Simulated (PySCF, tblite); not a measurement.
# C5H13N3Si: geometry, infrared bands and NMR shifts

What infrared bands and NMR shifts should C5H13N3Si (`CCCNC[Si@H](N)C#N`) show?

The runs use tblite 0.8.0 and PySCF 2.14.0, with density-fitted response routines of our own; the level of theory stands in each step. All values are computed, except where a source is named. Atoms are numbered from 0 throughout.

### 1 The molecule as given

22 atoms, charge 0, multiplicity 1; geometry from: force field or distance geometry start.

Bonds of the start (Å): C0–C1 1.54, C1–C2 1.51, C2–N3 1.43, N3–C4 1.45, C4–Si5 1.89, Si5–N6 1.80, Si5–C7 1.78, C7–N8 1.15, C0–H9 1.10, C0–H10 1.12, C0–H11 1.09, C1–H12 1.09, C1–H13 1.11, C2–H14 1.11, C2–H15 1.15, N3–H16 1.04, C4–H17 1.11, C4–H18 1.11, Si5–H19 1.43, N6–H20 1.05, N6–H21 1.05.

### 2 Geometry optimisation with GFN2-xTB

What the job is given:

```
{"job": {"kind": "relax", "xc": "GFN2-xTB", "basis": "xTB"}, "charge": 0, "multiplicity": 1}
C      3.416100    -0.117400     0.362500
C      2.079600     0.295300    -0.277100
C      1.053200     0.031400     0.796600
N     -0.277300     0.364600     0.401100
C     -0.804600    -0.544900    -0.594200
Si    -2.622800    -0.066800    -0.812300
N     -3.053800     1.236000     0.352400
C     -3.589600    -1.541300    -0.541400
N     -4.209000    -2.501100    -0.387000
H      4.012200     0.802000     0.504400
H      3.226000    -0.517000     1.396600
H      3.900600    -0.896000    -0.234800
H      1.915300    -0.307500    -1.165200
H      2.125200     1.370900    -0.528100
H      1.059900    -1.052600     1.045800
H      1.362700     0.596900     1.746000
H     -0.338300     1.365500     0.107000
H     -0.321000    -0.380000    -1.584900
H     -0.754700    -1.607100    -0.284300
H     -2.781100     0.433800    -2.147500
H     -2.808600     0.898800     1.320400
H     -2.600300     2.155800     0.122300
```

On the command line:

```console
OMP_NUM_THREADS=1 python probes_run.py task.json out
```

This one command runs all jobs of the session in turn.

**Question.** This job is followed by: GFN2-xTB harmonic vibrations, gas phase; GIAO PBE0/pcSseg-1 NMR shielding, non-relativistic, gas phase. What will the session give for the following? strongest single infrared mode (GFN2-xTB); zero-point energy (GFN2-xTB); 13C shifts against TMS (PBE0/pcSseg-1); 1H shifts against TMS (PBE0/pcSseg-1, means over atoms taken as alike); 15N shifts against NH3 (PBE0/pcSseg-1); 29Si shifts against TMS (PBE0/pcSseg-1).

**Answer**, as computed:

| quantity | value |
| --- | --- |
| strongest single infrared mode (GFN2-xTB) | 2153 cm⁻¹, 324 km/mol |
| zero-point energy (GFN2-xTB) | 112.6 kcal/mol |
| 13C shifts against TMS (PBE0/pcSseg-1) | 126.4, 60.5, 38.9, 25.4, 13.3 ppm |
| 1H shifts against TMS (PBE0/pcSseg-1, means over atoms taken as alike) | 5.07, 3.17, 3.02, 2.43, 2.21, 2.16, 0.98, 0.89, 0.81, -0.50 ppm |
| 15N shifts against NH3 (PBE0/pcSseg-1) | 355.5, 44.6, 9.0 ppm |
| 29Si shifts against TMS (PBE0/pcSseg-1) | -50.9 ppm |

What this shows: Relaxing lowered the energy by 0.977 eV in 216 steps; the close pair that moved most is Si5–C7, from 1.784 to 1.872 Å. All 60 modes are real, so the xTB geometry is a minimum. The strongest single mode, at 2153 cm⁻¹, moves mainly H19. Unscaled tight-binding wavenumbers are off by several per cent, some by more. Its intensities can rank the bands wrongly. At PBE0/pcSseg-1: The widest tensor belongs to N8: span 592 ppm, with a paramagnetic part of -425 ppm.
